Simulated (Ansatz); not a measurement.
**C6H12O2: how energies converge with the basis set**

How large a basis does C6H12O2 need? Two functionals are run in growing sets.

Method: one geometry, several basis sets; program: Ansatz 0.2.0, Gaussian basis.

Levels to be run: PBE0-D4/def2-SVP; ωB97M-V/def2-SVP; PBE0-D4/def2-QZVPP; ωB97M-V/def2-QZVPP; the functionals' def2-TZVPP values are taken from earlier runs.

### Step 1. The relaxed structure

All runs share one geometry, relaxed beforehand with PBE0-D4 in a triple-zeta def2 set.

SMILES `CC(C)OCC1CO1`, 20 atoms, charge 0, spin multiplicity 1.

Atoms are counted from 1 here; the program's logs count them from 0.

Bond lengths: C1–C2 1.518 Å, C1–H9 1.092 Å, C1–H10 1.093 Å, C1–H11 1.093 Å, C2–C3 1.512 Å, C2–O4 1.422 Å, C2–H12 1.099 Å, C3–H13 1.091 Å, C3–H14 1.092 Å, C3–H15 1.093 Å, O4–C5 1.402 Å, C5–C6 1.505 Å, C5–H16 1.099 Å, C5–H17 1.094 Å, C6–C7 1.460 Å, C6–O8 1.418 Å, C6–H18 1.090 Å, C7–O8 1.417 Å and more. Angles: C2–C1–H9 112.0°, C2–C1–H10 110.4°, C2–C1–H11 110.0°, H9–C1–H10 107.6°, H9–C1–H11 108.3°, H10–C1–H11 108.5°, C1–C2–C3 112.0°, C1–C2–O4 111.2°, C1–C2–H12 109.2°, C3–C2–O4 106.4°, C3–C2–H12 108.9°, O4–C2–H12 109.1°, C2–C3–H13 110.6°, C2–C3–H14 110.7°, C2–C3–H15 110.0°, H13–C3–H14 108.7°, H13–C3–H15 108.3°, H14–C3–H15 108.5° and more.

### Step 2. PBE0-D4 in def2-SVP

Contents of in.yaml:

```yaml
crystal:
  periodic: [false, false, false]
  atoms:
    - {symbol: C, position_ang: [-0.373135, -1.959123, -0.568170]}
    - {symbol: C, position_ang: [0.484111, -0.706305, -0.585622]}
    - {symbol: C, position_ang: [1.697144, -0.863259, -1.474047]}
    - {symbol: O, position_ang: [-0.242653, 0.406591, -1.090871]}
    - {symbol: C, position_ang: [-1.143604, 0.996333, -0.192398]}
    - {symbol: C, position_ang: [-0.453907, 1.834299, 0.850449]}
    - {symbol: C, position_ang: [-0.285863, 1.380728, 2.227974]}
    - {symbol: O, position_ang: [-1.291974, 2.317917, 1.886504]}
    - {symbol: H, position_ang: [-1.260108, -1.838277, 0.057325]}
    - {symbol: H, position_ang: [0.195207, -2.805099, -0.174464]}
    - {symbol: H, position_ang: [-0.699807, -2.202565, -1.582204]}
    - {symbol: H, position_ang: [0.818985, -0.483694, 0.437273]}
    - {symbol: H, position_ang: [2.305096, 0.042843, -1.457767]}
    - {symbol: H, position_ang: [2.311465, -1.703488, -1.143820]}
    - {symbol: H, position_ang: [1.384471, -1.047440, -2.504927]}
    - {symbol: H, position_ang: [-1.786706, 0.258638, 0.306533]}
    - {symbol: H, position_ang: [-1.792730, 1.641119, -0.791450]}
    - {symbol: H, position_ang: [0.254094, 2.564097, 0.458669]}
    - {symbol: H, position_ang: [-0.649699, 0.394492, 2.509700]}
    - {symbol: H, position_ang: [0.529603, 1.772204, 2.831313]}
basis:
  gaussian: {orbitals: def2-SVP}
hamiltonian: {xc: pbe0, dispersion: d4}
output: {orbitals: {seedname: orbitals}}
```

Run with:

```sh
ansatz run in.yaml --threads 2 --pin off --events-out ev --progress --plain --max-ram 20480MiB --backend cpu
```

Further steps of the session: ωB97M-V in def2-SVP; PBE0-D4 in def2-QZVPP; ωB97M-V in def2-QZVPP.

Q: Predict the results of all the runs planned. Wanted: PBE0-D4: double and triple zeta above quadruple; ωB97M-V: double and triple zeta above quadruple.

**Answer**, as computed:

| quantity | value |
| --- | --- |
| PBE0-D4: double and triple zeta above quadruple | 12.38, 0.58 eV |
| ωB97M-V: double and triple zeta above quadruple | 12.90, 0.57 eV |

**Reading.** PBE0-D4 gains 11.80 eV from double to triple zeta, then 0.58 eV more. These are total energies; as a rule much of such shifts cancels in differences, which this series doesn't test. The LUMO of ωB97M-V is positive and keeps falling with the basis (3.22 to 1.70 eV): an unbound level that the basis holds in place.
